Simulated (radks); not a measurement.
**As⁴⁺ in [Ne] 3s2 3p5 3d10 4s1 4f1: an all-electron calculation**

One table from this session's results is given with a row withheld; the runs are named, their logs left out.

Program: radks (a radial shooting solver on a logarithmic mesh, Libxc functionals) version 1. Level of theory: scalar-relativistic Kohn-Sham, OLYP, spin-polarised, spherical densities, finite nucleus; open shells are filled with parallel spins first. These are calculated values, not measurements, unless marked.

## Starting point

```
element            : arsenic (Z = 33)
charge             : +4
electrons          : 29
configuration      : [Ne] 3s2 3p5 3d10 4s1 4f1
nuclear rms radius : 4.0968 fm
```

Outer shells as boxes (Hund's rule):

As⁴⁺
```
[Ne] core
3s [↑↓]
3p [↑↓][↑↓][↑ ]
3d [↑↓][↑↓][↑↓][↑↓][↑↓]
4s [↑ ]
4f [↑ ][  ][  ][  ][  ][  ][  ]
```

Set-up of the first run:

The run's settings:

```text
Z 33
configuration [Ne] 3s2 3p5 3d10 4s1 4f1 4p0 5s0
relativity scalar-relativistic
functional optx,lyp
spin polarised
nucleus finite rms 4.0968 fm
c 137.035999084
```

One of the session's tables, all rows but one given; the rest of the session is left out.

It belongs to the step «Radial structure». Radial moments (bohr):

```
  level      <r>  outermost maximum (interpolated)  90 % within  nodes
  1s up  0.04550                            0.0297       0.0813      0
1s down  0.04550                            0.0297       0.0813      0
  2s up   0.2026                             0.170        0.313      1
2s down   0.2026                             0.170        0.313      1
  2p up   0.1770                             0.136        0.289      0
2p down   0.1770                             0.136        0.289      0
  3s up   0.5916                             0.520        0.880      2
3s down   0.5920                             0.520        0.881      2
  3p up   0.6063                             0.518        0.925      1
3p down   0.6068                             0.518        0.926      1
  3d up   0.6368                             0.469         1.05      0
3d down   0.6372                             0.469         1.05      0
  4s up    1.588                              1.43         2.30      3
4s down    1.610                              1.46         2.32      3
  4p up    1.773                              1.59         2.59      2
4p down    1.791                              1.62         2.60      2
  5s up    3.281                              3.20         4.61      4
  4f up        ?                                 ?            ?      ?
```

Estimate the missing values for 4f up.

**Answer.** <r>: 3.267; outermost maximum (interpolated): 2.92; 90 % within: 4.83; nodes: 0. In the column «<r>» it lies between 4p down (1.791) and 5s up (3.281).
